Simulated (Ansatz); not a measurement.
# Ru (Ruthenium): the cost of one run

Method: DFT PBEsol, scalar-relativistic, plane waves, PAW, in Ansatz 0.2.0.

That is the level of the relaxation; later steps name their own.

1 further run of the same task is left out (set aside as unsound or not needed).

## 1. The structure to begin with

The structure is hexagonal, space group P6_3/mmc (No. 194). The conventional cell has a = 2.690 Å, b = 2.690 Å, c = 4.252 Å, α = 90.00°, β = 90.00°, γ = 120.00°. Ru (site symmetry -6m2) has 12 Ru at 2.63 to 2.69 Å as nearest neighbours.

Coordinates:

```xyz
2
Lattice="2.6895 0.0000 0.0000 -1.3448 2.3292 0.0000 0.0000 0.0000 4.2519" Properties=species:S:1:pos:R:3 pbc="T T T"
Ru    0.0000    1.5528    1.0630
Ru    1.3448    0.7764    3.1889
```

This cell was relaxed beforehand with the same method: volume 13.32 Å³/atom, gap on the mesh none (metal).

## 2. Levels with PBEsol

input.yaml

```yaml
crystal:
  lattice:
    - [2.6895240366, 0.0, 0.0]
    - [-1.3447620183, 2.3291961398, 0.0]
    - [0.0, 0.0, 4.2519208174]
  atoms:
    - { symbol: Ru, position: [0.3333333333, 0.6666666667, 0.25] }
    - { symbol: Ru, position: [0.6666666667, 0.3333333333, 0.75] }
basis:
  ecutwfc: 420
kpoints:
  mp_grid: { grid: [18, 18, 10] }
  band_path:
    path:
      - [0.0, 0.0, 0.0]
      - [0.5, 0.0, 0.0]
      - [0.3333333333, 0.3333333333, 0.0]
      - [0.0, 0.0, 0.5]
      - [0.5, 0.0, 0.5]
      - [0.3333333333, 0.3333333333, 0.5]
      - [0.11111111, 0.44444444, 0.0]
      - [0.05555556, 0.05555556, 0.0]
    npoints: 1
hamiltonian:
  xc: pbesol
scf:
  occupations: { method: gaussian, width: 0.1 }
  n_extra_bands: 4
output:
  forces: true
  stress: true
  eigenvalues: true
  write_density: true
  write_potential: true
  elf: true
  volumetric_format: npy
```

Run with:

```bash
$ ansatz run input.yaml --threads 1 --pin off --max-ram 2560MiB --backend cpu --events-out ev --progress --plain --runs-dir out
```

Q: Estimate wall time and peak memory on 1 thread of Arm Neoverse V1, shared host.

About 8 s, with a peak of 0.35 GiB.
